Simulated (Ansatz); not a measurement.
# SnH₅O+ (SMILES [OH2+][SnH3]): functionals against CCSD(T) at one geometry

The task here is to estimate one member of a computed series from the others.

Program: Ansatz 0.2.0, Gaussian basis. Level of theory: single points in def2-TZVPP. These are calculated values, not measurements.

Correlated methods freeze the cores. Filled d shells of the heavier atoms are correlated. Core potentials replace the inner electrons past krypton, and spin-orbit coupling is left out.

### The system as given

SMILES `[OH2+][SnH3]`, 7 atoms, charge 1, spin multiplicity 1.

Atoms are counted from 1 here; the program's logs count them from 0.

Bond lengths: O1–Sn2 2.324 Å, O1–H3 0.966 Å, O1–H4 0.961 Å, Sn2–H5 1.683 Å, Sn2–H6 1.679 Å, Sn2–H7 1.696 Å. Angles: Sn2–O1–H3 125.7°, Sn2–O1–H4 125.5°, H3–O1–H4 107.1°, O1–Sn2–H5 91.7°, O1–Sn2–H6 96.9°, O1–Sn2–H7 92.4°, H5–Sn2–H6 119.6°, H5–Sn2–H7 119.2°, H6–Sn2–H7 120.0°.

Coordinates:

```xyz
7
charge 1, multiplicity 1
O    -0.1179   -1.1890    0.1144
Sn    0.1364    1.1066   -0.1431
H    -0.9113   -1.6962   -0.0999
H     0.4422   -1.7550    0.6522
H    -0.7224    1.0912   -1.5899
H    -0.6381    1.5562    1.2776
H     1.8277    0.9861   -0.1843
```

Set-up of the first run:

Contents of run/in.yaml:

```yaml
crystal:
  periodic: [false, false, false]
  atoms:
    - {symbol: O, position_ang: [-0.117900, -1.189000, 0.114400]}
    - {symbol: Sn, position_ang: [0.136400, 1.106600, -0.143100]}
    - {symbol: H, position_ang: [-0.911300, -1.696200, -0.099900]}
    - {symbol: H, position_ang: [0.442200, -1.755000, 0.652200]}
    - {symbol: H, position_ang: [-0.722400, 1.091200, -1.589900]}
    - {symbol: H, position_ang: [-0.638100, 1.556200, 1.277600]}
    - {symbol: H, position_ang: [1.827700, 0.986100, -0.184300]}
basis:
  gaussian: {orbitals: def2-TZVPP}
total_charge: 1
correlation: {method: ccsd_t}
output: {forces: true}
```

The command line of these runs was not kept.

Steps of the session up to this table: CCSD(T)/def2-TZVPP; PBE0-D4/def2-TZVPP; wB97M-V/def2-TZVPP; r2SCAN-D4/def2-TZVPP; PBE-D4/def2-TZVPP; r2SCANh-D4/def2-TZVPP; SPW92/def2-TZVPP.

One table of the session follows, with a row left open; its other results are not shown here.

```
    method  RMS force component (eV/Å)  angle to CCSD(T) forces (°)
   CCSD(T)                       0.266                    reference
   PBE0-D4                       0.234                         16.3
   wB97M-V                       0.244                          6.8
 r2SCAN-D4                       0.254                         13.4
    PBE-D4                           ?                            ?
r2SCANh-D4                       0.249                         12.2
     SPW92                       0.438                         36.8
```

Estimate the missing values for PBE-D4.

**Answer.** RMS force component (eV/Å): 0.307; angle to CCSD(T) forces (°): 42.9. In the column «RMS force component (eV/Å)» it lies between CCSD(T) (0.266) and SPW92 (0.438).
